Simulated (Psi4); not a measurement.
# SnCl2 (SMILES [Cl][Sn][Cl]): B3LYP/def2-TZVP (core potential, sweep point 3)

What is the vertical singlet–triplet gap of SnCl2 at B3LYP/def2-TZVP (core potential, sweep point 3)? Input form: a Python script.

Program for the calculation: Psi4 1.11.

## Step 1: The structure to begin with

The species is SnCl2 (3 atoms), meant as a singlet with charge 0. SMILES: `[Cl][Sn][Cl]`. Geometry: a GFN2-xTB relaxation, a rough one for these elements and not checked as a minimum.

Bond lengths: Sn1–Cl2 2.378 Å, Sn1–Cl3 2.377 Å. Angles: Cl2–Sn1–Cl3 99.5°.

## Step 2: A single-point energy at B3LYP/def2-TZVP (core potential, sweep point 3)

cl2sn.py

```python
import psi4

psi4.set_memory('1600 MB')
psi4.set_num_threads(1)
psi4.set_output_file('run.log', False)

m = psi4.geometry("""
0 1
Sn     0.004910    -0.007160    -1.023740
Cl     1.812600    -0.019020     0.521020
Cl    -1.817510     0.026180     0.502720
symmetry c1
""")

psi4.set_options({
    'basis': 'def2-TZVP',
    'puream': True,
    'scf_type': 'pk',
    'dft_radial_points': 99,
    'dft_spherical_points': 590,
})

E, wfn = psi4.energy('b3lyp', molecule=m, return_wfn=True)
print(f'total energy {E:.8f} hartree = {E * 27.211386:.5f} eV')
```

Launch:

```sh
$ python cl2sn.py
```

run.log:

```text
[...]
    !!!  WARNING: ECP capability is in beta. Please check occupations closely.  !!!
[...]
  Running in c1 symmetry.
[...]
  Nuclear repulsion =  208.601236606419718
[...]
  Multiplicity = 1
[...]
  Nalpha       = 28
  Nbeta        = 28
[...]
    Number of basis functions: 124
[...]
 WARNING: Atomic UHF is not converging! Try casting from a smaller basis or call Rob at CCMST.
   -------------------------
[...]
   @RKS iter   1: -1134.75159598838854   -1.07182e+00   5.85585e-03 DIIS/ADIIS
[...]
   @RKS iter   8: -1134.95108706043629   -2.55257e-08   3.69086e-07 DIIS
[...]
    Orbital Energies [Eh]
    ---------------------
    Doubly Occupied:
       1A   -101.505970     2A   -101.505916     3A     -9.438848
       4A     -9.438791     5A     -7.196714     6A     -7.196658
       7A     -7.194119     8A     -7.194062     9A     -7.192833
      10A     -7.192776    11A     -5.149149    12A     -3.493513
      13A     -3.487250    14A     -3.485334    15A     -1.075022
      16A     -1.071892    17A     -1.070133    18A     -1.070064
      19A     -1.064863    20A     -0.807094    21A     -0.791244
      22A     -0.490652    23A     -0.369008    24A     -0.339950
      25A     -0.337120    26A     -0.319791    27A     -0.310316
      28A     -0.288773
[...]
  @RKS Final Energy: -1134.95108706043629
   => Energetics <=
    Nuclear Repulsion Energy =            208.6012366064197181
    One-Electron Energy =               -2064.2198750661559643
    Two-Electron Energy =                 780.9412623528314725
    DFT Exchange-Correlation Energy =     -60.2737109535315412
    Empirical Dispersion Energy =           0.0000000000000000
    VV10 Nonlocal Energy =                  0.0000000000000000
    Total Energy =                      -1134.9510870604362935
[...]
 Multipole Moments:
 ------------------------------------------------------------------------------------
     Multipole            Electronic (a.u.)      Nuclear  (a.u.)        Total (a.u.)
 ------------------------------------------------------------------------------------
 L = 1.  Multiply by 2.5417464519 to convert [e a0] to [Debye]
 Dipole X            :         -0.1952306            0.1894463           -0.0057842
 Dipole Y            :        -40.1090465           38.7973534           -1.3116931
 Dipole Z            :          0.0000000           -0.0000000            0.0000000
 Magnitude           :                                                    1.3117059
[...]
```

On the terminal:

```text
total energy -1134.95108706 hartree = -30883.59212 eV
```

It took 10 s on 1 thread of Intel Xeon Platinum 8488C (Sapphire Rapids), shared host; peak memory 0.78 GiB.

## Step 3: The triplet

calc.py

```python
import psi4

psi4.set_memory('1600 MB')
psi4.set_num_threads(1)
psi4.core.set_output_file('output.dat', False)

molecule = psi4.geometry("""
0 3
Sn     0.004910    -0.007160    -1.023740
Cl     1.812600    -0.019020     0.521020
Cl    -1.817510     0.026180     0.502720
symmetry c1
""")

options = {'basis': 'def2-TZVP', 'reference': 'uks', 'puream': True, 'scf_type': 'pk', 'dft_radial_points': 99, 'dft_spherical_points': 590, 'maxiter': 150}
psi4.set_options(options)

energy_value, wavefunction = psi4.energy('b3lyp', return_wfn=True)
print('E =', round(energy_value, 9))
```

Launch:

```sh
$ python calc.py
```

output.dat:

```text
[...]
    !!!  WARNING: ECP capability is in beta. Please check occupations closely.  !!!
[...]
  Running in c1 symmetry.
[...]
  Nuclear repulsion =  208.601236606419718
[...]
  Multiplicity = 3
[...]
  Nalpha       = 29
  Nbeta        = 27
[...]
    Number of basis functions: 124
[...]
 WARNING: Atomic UHF is not converging! Try casting from a smaller basis or call Rob at CCMST.
   -------------------------
[...]
   @UKS iter   1: -1134.60237955813932   -9.22606e-01   6.02727e-03 ADIIS/DIIS
[...]
   @UKS iter  10: -1134.84158970712747   -1.49040e-07   8.96024e-07 DIIS
[...]
   @S^2 Observed:                2.004666292E+00
[...]
    Orbital Energies [Eh]
    ---------------------
    Alpha Occupied:
       1A   -101.535008     2A   -101.534986     3A     -9.466497
       4A     -9.466472     5A     -7.229055     6A     -7.229034
       7A     -7.219922     8A     -7.219895     9A     -7.219781
      10A     -7.219756    11A     -5.148116    12A     -3.490069
      13A     -3.488059    14A     -3.484864    15A     -1.077143
      16A     -1.071628    17A     -1.067689    18A     -1.067578
      19A     -1.066271    20A     -0.832715    21A     -0.818381
      22A     -0.510593    23A     -0.397991    24A     -0.360028
      25A     -0.354945    26A     -0.339491    27A     -0.331071
      28A     -0.322473    29A     -0.181879
    Alpha Virtual:
[...]
  @UKS Final Energy: -1134.84158970712747
   => Energetics <=
    Nuclear Repulsion Energy =            208.6012366064197181
    One-Electron Energy =               -2063.3926831677345035
    Two-Electron Energy =                 780.1927384551357818
    DFT Exchange-Correlation Energy =     -60.2428816009485217
    Empirical Dispersion Energy =           0.0000000000000000
    VV10 Nonlocal Energy =                  0.0000000000000000
    Total Energy =                      -1134.8415897071274685
[...]
 Multipole Moments:
 ------------------------------------------------------------------------------------
     Multipole            Electronic (a.u.)      Nuclear  (a.u.)        Total (a.u.)
 ------------------------------------------------------------------------------------
 L = 1.  Multiply by 2.5417464519 to convert [e a0] to [Debye]
 Dipole X            :         -0.1936467            0.1894463           -0.0042003
 Dipole Y            :        -39.7230590           38.7973534           -0.9257056
 Dipole Z            :          0.0000001           -0.0000000            0.0000001
 Magnitude           :                                                    0.9257151
[...]
```

The script printed:

```text
E = -1134.841589707
```

Run time: 15 s. Hardware: 1 thread of Intel Xeon Platinum 8488C (Sapphire Rapids), shared host; peak memory 0.78 GiB.

## Step 4: What came out

At B3LYP/def2-TZVP (core potential, sweep point 3):

```
                                        quantity           value
                           singlet: total energy  -1134.95109 Eh
                          singlet: dipole moment          3.33 D
                            singlet: HOMO energy        -7.86 eV
                            singlet: LUMO energy        -3.38 eV
                          singlet: HOMO–LUMO gap         4.48 eV
                           triplet: total energy  -1134.84159 Eh
                          triplet: dipole moment          2.35 D
     triplet: HOMO energy (highest over α and β)        -4.95 eV
                                   triplet: ⟨S²⟩           2.005
vertical energy of the triplet above the singlet        2.980 eV
```

In words: At this shape the triplet lies 2.98 eV (287 kJ/mol) above the singlet.
